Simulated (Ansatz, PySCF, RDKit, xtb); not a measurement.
# Solving AlB2NH3, step by step, part 2 of 2

Task: start from the formula AlB2NH3 (odd number of electrons), draw up candidate structures, narrow them down in stages, and characterise the one that lies lowest at 298.15 K.

xtb, Ansatz and PySCF; isolated molecules. The steps go on from the part before.

### Step 10. c705a at MP2/def2-TZVPP

Input file input.yaml:

```yaml
crystal:
  periodic: [false, false, false]
  atoms:
    - {symbol: Al, position_ang: [-0.801694, -0.217592, -2.354087]}
    - {symbol: B, position_ang: [-1.215630, -1.048359, 0.292398]}
    - {symbol: B, position_ang: [-0.584438, -2.485562, -1.943883]}
    - {symbol: N, position_ang: [-0.887644, -1.809311, -0.858307]}
    - {symbol: H, position_ang: [-2.383735, -0.863316, 0.572009]}
    - {symbol: H, position_ang: [-0.323543, -0.591437, 0.979716]}
    - {symbol: H, position_ang: [-0.335275, -3.496134, -2.532796]}
basis:
  gaussian:
    orbitals: def2-TZVPP
magnetization:
  spin_polarized: true
  initial_magnetization: 1
correlation:
  method: mp2
  frozen_orbitals: {H: 0, "N": 1, Al: 5, B: 1}
```

Run with:

```console
ansatz run input.yaml --threads 1 --pin off --max-ram 2610MiB --events-out events.jsonl --progress --plain --runs-dir runs
```

The log of the run:

```text
Warning: RAYON_NUM_THREADS=1 ignored (pool sized by the plan → 1); use --threads N
Functional definition: HF
  name "HF"
  exchange = exact_x
  correlation = 0
1065 factors; integrals over basis functions are off by at most 8.6e-4 eV
mean field evaluation 1: about -9451.0237 eV, gradient 3.1e1 eV
mean field evaluation 2: about -9451.0269 eV, gradient 3.1e1 eV
mean field evaluation 4: about -9456.3427 eV, gradient 3.3e0 eV
mean field evaluation 8: about -9456.5385 eV, gradient 3.1e-1 eV
mean field evaluation 16: about -9455.6003 eV, gradient 4.5e0 eV
mean field -9456.54546636 eV, -347.5216360119 hartree, gradient 2.8e-6 eV, S^2 0.818684; 2 other end points of the search recorded, 0 dependent functions left out
8 core orbitals not correlated: weight in the atoms' cores, before any rotation towards them, 1.000 or more for the frozen orbitals, at most 0.000 for the correlated occupied ones
reference -9456.54546636 eV, -347.5216360119 hartree; 9, 8 occupied and 160, 161 virtual orbitals, 1065 factors
second order -12.27213571 eV of doubles, -0.00000000 eV of singles
Total energy: -9468.81760207 eV, -347.9726286808 hartree
```

Wall time 8.7 s (1 thread of Arm Neoverse V1, shared host).

### Step 11. c077a at CCSD(T)/def2-SVP

Input file input.yaml:

```yaml
crystal:
  periodic: [false, false, false]
  atoms:
    - {symbol: Al, position_ang: [-1.240171, -1.649852, -0.621180]}
    - {symbol: B, position_ang: [-1.861921, -0.716995, 1.061243]}
    - {symbol: B, position_ang: [0.314535, -2.371387, -3.149046]}
    - {symbol: "N", position_ang: [-0.324034, -2.057667, -2.095049]}
    - {symbol: H, position_ang: [-1.465543, -1.147156, 2.123608]}
    - {symbol: H, position_ang: [-2.796944, 0.049859, 0.970264]}
    - {symbol: H, position_ang: [0.907327, -2.666357, -4.131262]}
basis:
  gaussian:
    orbitals: def2-SVP
magnetization:
  spin_polarized: true
  initial_magnetization: 1
correlation:
  method: ccsd_t
  frozen_orbitals: {H: 0, "N": 1, Al: 5, B: 1}
scf:
  omitted_lower_state_checks: [cluster_reference]
```

Run with:

```console
ansatz run input.yaml --threads 1 --pin off --max-ram 2610MiB --events-out events.jsonl --progress --plain --runs-dir runs
```

The log of the run, shortened:

```text
Warning: RAYON_NUM_THREADS=1 ignored (pool sized by the plan → 1); use --threads N
[... 2 set-up lines as earlier in the session ...]
[...]
745 factors; integrals over basis functions are off by at most 9.9e-4 eV
[...]
mean field -9450.60838314 eV, -347.3034522281 hartree, gradient 6.0e-6 eV, S^2 0.779120; 4 other end points of the search recorded, 0 dependent functions left out
8 core orbitals not correlated: weight in the atoms' cores, before any rotation towards them, 1.000 or more for the frozen orbitals, at most 0.000 for the correlated occupied ones
reference -9450.60838314 eV, -347.3034522281 hartree; 9, 8 occupied and 58, 59 virtual orbitals, 745 factors
second order -9.98240491 eV of doubles, -0.00000000 eV of singles
cycle   1  -10.44843663 eV  change   -4.7e-1 eV  update   1.1e-1
[...]
cycle  13  -10.97180973 eV  change   -1.7e-5 eV  update   1.0e-5
perturbative correction -0.43159288 eV, -0.0158607457 hartree
Total energy: -9462.01178575 eV, -347.7225195445 hartree
Checks for a lower state left out: cluster_reference
```

Wall time 8.1 s (1 thread of Arm Neoverse V1, shared host).

### Step 12. Free energies and the winner

Energies in kcal/mol from c705a; G adds the thermal terms to the CCSD(T)/def2-SVP + MP2/def2-TZVPP - MP2/def2-SVP energy. The columns left of the relaxed level are at the tight-binding geometries.

| label | SMILES | spin | GFN2-xTB | HF/STO-3G | r2SCAN-D4/def2-SVP | BLYP-D3(BJ)/def2-SVP | HF/def2-SVP | MP2/def2-SVP | CCSD(T)/def2-SVP + MP2/def2-TZVPP - MP2/def2-SVP | G | share at equilibrium | T1 |
| --- | --- | --- | --- | --- | --- | --- | --- | --- | --- | --- | --- | --- |
| c705a | B[N]1[BH][Al]1 | doublet | 0.0 | 0.0 | 0.0 | 0.0 | 0.0 | 0.0 | 0.0 | 0.0 | 100.0 % | 0.027 |
| c976a | B[B][N][AlH] | doublet | -7.3 | 12.2 | 11.9 | 15.4 | 2.9 | 11.2 | 14.2 | 12.2 | < 0.1 % | 0.022 |
| c077a | B=[N][Al][BH2] | doublet | -9.0 | 15.7 | 10.5 | 14.8 | 9.2 | 12.8 | 13.8 | 12.4 | < 0.1 % | 0.025 |

Lowest found: c705a, `B[N]1[BH][Al]1`, a doublet of point group Cs. Bond lengths: Al1–B3 2.315 Å, B2–N4 1.418 Å, B3–N4 1.314 Å, B2–H5 1.215 Å, B2–H6 1.215 Å, B3–H7 1.196 Å. Angles: Al1–B3–N4 67.7°, B2–N4–B3 178.5°, Al1–B3–H7 139.5°, N4–B3–H7 152.8°, N4–B2–H5 119.4°, N4–B2–H6 119.4°, H5–B2–H6 121.2°.

```xyz
7

Al   -0.8017   -0.2176   -2.3541
B    -1.2156   -1.0484    0.2924
B    -0.5844   -2.4856   -1.9439
N    -0.8876   -1.8093   -0.8583
H    -2.3837   -0.8633    0.5720
H    -0.3235   -0.5914    0.9797
H    -0.3353   -3.4961   -2.5328
```

### Step 13. Density, orbitals and dipole (PBE0/def2-TZVPD)

Input file input.yaml:

```yaml
crystal:
  periodic: [false, false, false]
  atoms:
    - {symbol: Al, position_ang: [-0.801694, -0.217592, -2.354087]}
    - {symbol: B, position_ang: [-1.215630, -1.048359, 0.292398]}
    - {symbol: B, position_ang: [-0.584438, -2.485562, -1.943883]}
    - {symbol: N, position_ang: [-0.887644, -1.809311, -0.858307]}
    - {symbol: H, position_ang: [-2.383735, -0.863316, 0.572009]}
    - {symbol: H, position_ang: [-0.323543, -0.591437, 0.979716]}
    - {symbol: H, position_ang: [-0.335275, -3.496134, -2.532796]}
basis:
  gaussian: {orbitals: def2-TZVPD}
magnetization: {spin_polarized: true, initial_magnetization: 1}
hamiltonian: {xc: {name: PBE0}}
output: {forces: true, orbitals: {seedname: orbitals}}
```

Run with:

```console
ansatz run input.yaml --threads 1 --pin off --max-ram 2610MiB --events-out events.jsonl --progress --plain --runs-dir runs
```

The log of the run, shortened:

```text
Warning: RAYON_NUM_THREADS=1 ignored (pool sized by the plan → 1); use --threads N
Functional definition: PBE0
  name "PBE0"
[...]
956 factors; their error is unknown
[...]
mean field -9482.21165057 eV, -348.4648508845 hartree, gradient 6.7e-5 eV, S^2 0.765349; 0 other end points of the search recorded, 0 dependent functions left out
[...]
reference -9482.21168581 eV, -348.4648521797 hartree; 17, 16 occupied and 164, 165 virtual orbitals, 956 factors
Total energy: -9482.21168581 eV, -348.4648521797 hartree
Atom 0 at    -0.801694    -0.217592    -2.354087 Å, force    -0.012943    -0.371483     0.312911 eV/Å
Atom 1 at    -1.215630    -1.048359     0.292398 Å, force     0.034057     0.012295    -0.176150 eV/Å
Atom 2 at    -0.584438    -2.485562    -1.943883 Å, force    -0.104614     0.269025     0.352203 eV/Å
Atom 3 at    -0.887644    -1.809311    -0.858307 Å, force     0.073858     0.026893    -0.396325 eV/Å
Atom 4 at    -2.383735    -0.863316     0.572009 Å, force     0.356534    -0.073390    -0.095091 eV/Å
Atom 5 at    -0.323543    -0.591437     0.979716 Å, force    -0.264890    -0.155983    -0.218848 eV/Å
Atom 6 at    -0.335275    -3.496134    -2.532796 Å, force    -0.082003     0.292643     0.221301 eV/Å
Dipole moment:     0.064956    -0.048237    -0.296609 e Å
```

Wall time 14 s (1 thread of Arm Neoverse V1, shared host).

### Step 14. Frequencies after a tight-binding relaxation (GFN2-xTB)

Input file start.xyz:

```xyz
7
c705a
Al    -0.801694    -0.217592    -2.354087
B     -1.215630    -1.048359     0.292398
B     -0.584438    -2.485562    -1.943883
N     -0.887644    -1.809311    -0.858307
H     -2.383735    -0.863316     0.572009
H     -0.323543    -0.591437     0.979716
H     -0.335275    -3.496134    -2.532796
```

Run with:

```console
xtb start.xyz --gfn 2 --ohess tight --uhf 1
```

The log of the run, shortened:

```text
* xtb version 6.7.1
[...]
          :  # basis functions                  25          :
[...]
          :  # electrons                        17          :
[...]
          :  Hamiltonian                  GFN2-xTB          :
[...]
          :  net charge                          0          :
          :  unpaired electrons                  1          :
[...]
   *** convergence criteria satisfied after 19 iterations ***
[...]
   *** GEOMETRY OPTIMIZATION CONVERGED AFTER 17 ITERATIONS ***
[...]
   *** convergence criteria satisfied after 3 iterations ***
[...]
         ::                     SUMMARY                     ::
         :::::::::::::::::::::::::::::::::::::::::::::::::::::
         :: total energy              -7.924432460297 Eh    ::
         :: gradient norm              0.000053744865 Eh/a0 ::
         :: HOMO-LUMO gap              1.896368395561 eV    ::
         ::.................................................::
         :: SCC energy                -8.016837566862 Eh    ::
         :: -> isotropic ES            0.053491494167 Eh    ::
         :: -> anisotropic ES          0.005212874024 Eh    ::
         :: -> anisotropic XC         -0.000396044187 Eh    ::
         :: -> dispersion             -0.003674318975 Eh    ::
         :: repulsion energy           0.092405106565 Eh    ::
         :: add. restraining           0.000000000000 Eh    ::
         :: total charge               0.000000000000 e     ::
         :::::::::::::::::::::::::::::::::::::::::::::::::::::
[...]
         9        1.0000           -0.2851021              -7.7580 (HOMO)
        10                         -0.2154120              -5.8617 (LUMO)
[...]
     #   Z          covCN         q      C6AA      α(0)
     1  13          1.676     0.204   196.600    34.325
     2   5          2.718     0.269    17.430     6.998
     3   5          2.680     0.195    18.570     7.241
     4   7          2.454    -0.335    28.704     7.956
     5   1          0.937    -0.124     6.486     3.982
     6   1          0.936    -0.124     6.488     3.982
     7   1          0.939    -0.085     5.056     3.516
[...]
          | TOTAL ENERGY               -7.924432460299 Eh   |
          | TOTAL ENTHALPY             -7.881376948445 Eh   |
          | TOTAL FREE ENERGY          -7.915679683502 Eh   |
          | GRADIENT NORM               0.000053655808 Eh/α |
[...]
```

It took 0.16 s on 1 thread of Arm Neoverse V1, shared host.

### Step 15. Electronic excitations (TD-CAM-B3LYP/def2-SVPD)

Input file input.xyz:

```xyz
7
AlB2H3N
Al    -0.801694    -0.217592    -2.354087
B     -1.215630    -1.048359     0.292398
B     -0.584438    -2.485562    -1.943883
N     -0.887644    -1.809311    -0.858307
H     -2.383735    -0.863316     0.572009
H     -0.323543    -0.591437     0.979716
H     -0.335275    -3.496134    -2.532796
```

Input file run.py:

```python
from pyscf import gto, dft, tdscf

mol = gto.M(
    atom='input.xyz',
    charge=0,
    basis='def2-svpd',
    max_memory=1860,
    spin=1,
    verbose=3,
)

mf = dft.UKS(mol, xc='cam-b3lyp')
mf = mf.density_fit(auxbasis='def2-universal-jkfit')
mf.max_cycle = 100
mf.grids.level = 2
mf.kernel()
if not mf.converged:
    mf = mf.newton().run(mf.mo_coeff, mf.mo_occ)

energy = mf.e_tot
print('E(%s) = %.9f' % ('CAM-B3LYP', energy))

td = mf.TDA()
td.nstates = 5
td.kernel()
td.analyze()
roots = td.e * 27.211386
osc = td.oscillator_strength()
print('state   eV      nm      f')
for i, (w, f) in enumerate(zip(roots, osc), 1):
    print('%3d %9.4f %8.1f %9.5f' % (i, w, 1239.842 / w, f))
```

Run with:

```console
OMP_NUM_THREADS=1 python run.py
```

The log of the run:

```text
WARN: HOMO -0.153258323415096 >= LUMO -0.153258323415098

converged SCF energy = -348.461950257279  <S^2> = 0.76313386  2S+1 = 2.013091
E(CAM-B3LYP) = -348.461950257
Excitation energies (eV)
[2.43377902 2.46475712 3.05828649 3.35961857 3.94551444]

** Excitation energies and oscillator strengths **
state   eV      nm      f
  1    2.4338    509.4   0.01761
  2    2.4648    503.0   0.00082
  3    3.0583    405.4   0.00046
  4    3.3596    369.0   0.00022
  5    3.9455    314.2   0.00184
```

Wall time 4.8 min (1 thread of Arm Neoverse V1, shared host); peak memory 0.54 GiB.

The roots found:

| excited state | energy (eV) | strength |
| --- | --- | --- |
| 1 | 2.434 | 0.0176 |
| 2 | 2.465 | 0.0008 |
| 3 | 3.058 | 0.0005 |
| 4 | 3.360 | 0.0002 |
| 5 | 3.946 | 0.0018 |

### Step 16. The cation at the same geometry (PBE0/def2-TZVPD)

Input file input.yaml:

```yaml
crystal:
  periodic: [false, false, false]
  atoms:
    - {symbol: Al, position_ang: [-0.801694, -0.217592, -2.354087]}
    - {symbol: B, position_ang: [-1.215630, -1.048359, 0.292398]}
    - {symbol: B, position_ang: [-0.584438, -2.485562, -1.943883]}
    - {symbol: "N", position_ang: [-0.887644, -1.809311, -0.858307]}
    - {symbol: H, position_ang: [-2.383735, -0.863316, 0.572009]}
    - {symbol: H, position_ang: [-0.323543, -0.591437, 0.979716]}
    - {symbol: H, position_ang: [-0.335275, -3.496134, -2.532796]}
basis:
  gaussian: {orbitals: def2-TZVPD}
total_charge: 1
hamiltonian: {xc: pbe0}
```

Run with:

```console
ansatz run input.yaml --threads 1 --pin off --max-ram 2610MiB --events-out events.jsonl --progress --plain --runs-dir runs
```

The log of the run:

```text
Warning: RAYON_NUM_THREADS=1 ignored (pool sized by the plan → 1); use --threads N
[... 2 set-up lines as earlier in the session ...]
  parameter a = 0.25
  parameter kappa = 0.804
  parameter beta = 0.06672455060314922
  exchange = (1 - a)*pbe_x(kappa = kappa, mu = beta*pi^2/3) + a*exact_x
  correlation = pbe_c(beta = beta)
956 factors; their error is unknown
mean field evaluation 1: about -9447.7896 eV, gradient 1.0e2 eV
mean field evaluation 2: about -9234.9662 eV, gradient 2.0e2 eV
mean field evaluation 4: about -9472.8867 eV, gradient 2.1e1 eV
mean field evaluation 8: about -9474.3613 eV, gradient 1.2e-1 eV
mean field evaluation 16: about -9474.3713 eV, gradient 5.7e-4 eV
mean field -9474.37131319 eV, -348.1767238001 hartree, gradient 5.7e-5 eV, S^2 0.000000; 0 other end points of the search recorded, 0 dependent functions left out
reference -9474.37134674 eV, -348.1767250333 hartree; 16, 16 occupied and 165, 165 virtual orbitals, 956 factors
Total energy: -9474.37134674 eV, -348.1767250333 hartree
```

It took 6.6 s on 1 thread of Arm Neoverse V1, shared host.

Difference from the parent: 7.84 eV. Only this spin of the product was run; a higher spin can lie lower.

### Step 17. The anion at the same geometry (PBE0/def2-TZVPD)

Input file input.yaml:

```yaml
crystal:
  periodic: [false, false, false]
  atoms:
    - symbol: Al
      position_ang: [-0.801694, -0.217592, -2.354087]
    - symbol: B
      position_ang: [-1.215630, -1.048359, 0.292398]
    - symbol: B
      position_ang: [-0.584438, -2.485562, -1.943883]
    - symbol: N
      position_ang: [-0.887644, -1.809311, -0.858307]
    - symbol: H
      position_ang: [-2.383735, -0.863316, 0.572009]
    - symbol: H
      position_ang: [-0.323543, -0.591437, 0.979716]
    - symbol: H
      position_ang: [-0.335275, -3.496134, -2.532796]
basis:
  gaussian: {orbitals: def2-TZVPD}
total_charge: -1
hamiltonian: {xc: {name: PBE0}}
scf: {lower_state_search: "off"}
```

Run with:

```console
ansatz run input.yaml --threads 1 --pin off --max-ram 2610MiB --events-out events.jsonl --progress --plain --runs-dir runs
```

The log of the run, shortened:

```text
Warning: RAYON_NUM_THREADS=1 ignored (pool sized by the plan → 1); use --threads N
[... 2 set-up lines as earlier in the session ...]
[...]
956 factors; their error is unknown
[...]
mean field -9483.65990508 eV, -348.5180732561 hartree, gradient 2.3e-6 eV, S^2 0.000000; 0 other end points of the search recorded, 0 dependent functions left out
reference -9483.65994403 eV, -348.5180746876 hartree; 17, 17 occupied and 164, 164 virtual orbitals, 956 factors
Total energy: -9483.65994403 eV, -348.5180746876 hartree
Checks for a lower state left out: stability, starts, cluster_reference, orbital_swaps, neighbouring_geometries, increment
```

Wall time 3.9 s (1 thread of Arm Neoverse V1, shared host).

Parent less the species with the added electron: 1.45 eV.

### Step 18. The quartet at the same geometry (PBE0/def2-TZVPD)

Input file input.yaml:

```yaml
basis:
  gaussian: {orbitals: def2-TZVPD}
crystal:
  periodic: [false, false, false]
  atoms:
    - {symbol: Al, position_ang: [-0.801694, -0.217592, -2.354087]}
    - {symbol: B, position_ang: [-1.215630, -1.048359, 0.292398]}
    - {symbol: B, position_ang: [-0.584438, -2.485562, -1.943883]}
    - {symbol: N, position_ang: [-0.887644, -1.809311, -0.858307]}
    - {symbol: H, position_ang: [-2.383735, -0.863316, 0.572009]}
    - {symbol: H, position_ang: [-0.323543, -0.591437, 0.979716]}
    - {symbol: H, position_ang: [-0.335275, -3.496134, -2.532796]}
magnetization: {spin_polarized: true, initial_magnetization: 3}
hamiltonian: {xc: {name: PBE0}}
```

Run with:

```console
ansatz run input.yaml --threads 1 --pin off --max-ram 2610MiB --events-out events.jsonl --progress --plain --runs-dir runs
```

The log of the run, shortened:

```text
Warning: RAYON_NUM_THREADS=1 ignored (pool sized by the plan → 1); use --threads N
[... 7 set-up lines as earlier in the session ...]
956 factors; their error is unknown
mean field evaluation 1: about -9462.8175 eV, gradient 5.1e1 eV
mean field evaluation 2: about -9304.2849 eV, gradient 1.4e2 eV
mean field evaluation 4: about -9479.1054 eV, gradient 7.1e0 eV
mean field evaluation 8: about -9479.5110 eV, gradient 1.3e-1 eV
mean field evaluation 16: about -9479.5223 eV, gradient 8.8e-4 eV
mean field -9479.52232933 eV, -348.3660201520 hartree, gradient 4.7e-5 eV, S^2 3.753230; 0 other end points of the search recorded, 0 dependent functions left out
reference -9479.52236604 eV, -348.3660215008 hartree; 18, 15 occupied and 163, 166 virtual orbitals, 956 factors
Total energy: -9479.52236604 eV, -348.3660215008 hartree
```

Wall time 13 s (1 thread of Arm Neoverse V1, shared host).

It lies 2.69 eV above the doublet.

### Step 19. Stability of the SCF solution (PBE0/def2-SVP)

Input file run.py:

```python
from pyscf import gto, dft

molecule = gto.Mole()
molecule.atom = [
    ('Al', (-0.801694, -0.217592, -2.354087)),
    ('B', (-1.215630, -1.048359, 0.292398)),
    ('B', (-0.584438, -2.485562, -1.943883)),
    ('N', (-0.887644, -1.809311, -0.858307)),
    ('H', (-2.383735, -0.863316, 0.572009)),
    ('H', (-0.323543, -0.591437, 0.979716)),
    ('H', (-0.335275, -3.496134, -2.532796)),
]
molecule.basis = 'def2-svp'
molecule.spin = 1
molecule.verbose = 3
molecule.charge = 0
molecule.max_memory = 1860
molecule.build()

myscf = dft.UKS(molecule, xc='pbe0')
myscf = myscf.density_fit(auxbasis='def2-universal-jkfit')
myscf.max_cycle = 100
myscf.grids.level = 3
myscf.kernel()
if not myscf.converged:
    myscf = myscf.newton().run(myscf.mo_coeff, myscf.mo_occ)

e_final = myscf.e_tot
print('Final energy', e_final)
mo_i, mo_e, stable_i, stable_e = myscf.stability(internal=True, external=True, return_status=True)
print('stable: internal', stable_i, 'external', stable_e)
```

Run with:

```console
OMP_NUM_THREADS=1 python run.py
```

The log of the run:

```text
WARN: HOMO -0.179541556070808 >= LUMO -0.179541556070808

converged SCF energy = -348.265230402853  <S^2> = 0.76349364  2S+1 = 2.0134484
Final energy -348.26523040285286
<class 'pyscf.df.df_jk.DFUKS'> wavefunction is stable in the internal stability analysis
<class 'pyscf.df.df_jk.DFUKS'> wavefunction is stable in the real -> complex stability analysis
<class 'pyscf.df.df_jk.DFUKS'> wavefunction has an UHF/UKS -> GHF/GKS instability
stable: internal True external False
```

Wall time 95 s (1 thread of Arm Neoverse V1, shared host).

The stability test raises a flag; for an open shell a flag towards a general spinor solution can be the free rotation of the spin.

### Step 20. Outcome

This closing draws on all 2 parts.

| quantity | value |
| --- | --- |
| lowest structure found | B[N]1[BH][Al]1, doublet, Cs |
| next finalist | B[B][N][AlH], doublet, 12.2 kcal/mol higher in G |
| share at equilibrium, among the finalists | 100.0 % |
| funnel | 100 starts, 58 minima at GFN2-xTB, 17 screening runs, 6 relaxed, 3 ranked |
| CPU time of all runs | 38 min |
| harmonic wavenumbers, lowest and highest (BLYP-D3(BJ)/def2-SVP) | 118 and 2679 cm⁻¹ |
| rotational constants, same geometry | 0.3304, 0.1984, 0.1282 cm⁻¹ |
| dipole moment (PBE0/def2-TZVPD) | 1.48 D |
| HOMO energy (highest over α and β) (PBE0/def2-TZVPD) | -5.91 eV |
| LUMO energy (lowest over α and β) (PBE0/def2-TZVPD) | -3.06 eV |
| lowest excitation (TD-CAM-B3LYP/def2-SVPD) | 2.43 eV (f = 0.018) |
| vertical ionisation energy (to the singlet cation) | 7.84 eV |
| vertical electron affinity | 1.45 eV |
| vertical quartet less doublet | +2.69 eV |

In words: `B[N]1[BH][Al]1` comes out lowest. Among the finalists first place is clear (12.2 kcal/mol); structures outside the list aren't covered. r2SCAN-D4/def2-SVP, BLYP-D3(BJ)/def2-SVP, HF/def2-SVP and MP2/def2-SVP already put its bonding pattern lowest among the structures in one piece; GFN2-xTB favours the doublet B=[N][Al][BH2]; HF/STO-3G favours the doublet [AlH][N]1BB1 (c784b, not a finalist). The largest share of the time went into recheck (39 %). One minimum inside the window was never screened. The stability test raises a flag; for an open shell a flag towards a general spinor solution can be the free rotation of the spin. Lowest found is not proven lowest: the search is finite, and each finalist counts with one conformer. Patterns outside the rules of the enumeration were met only by chance.
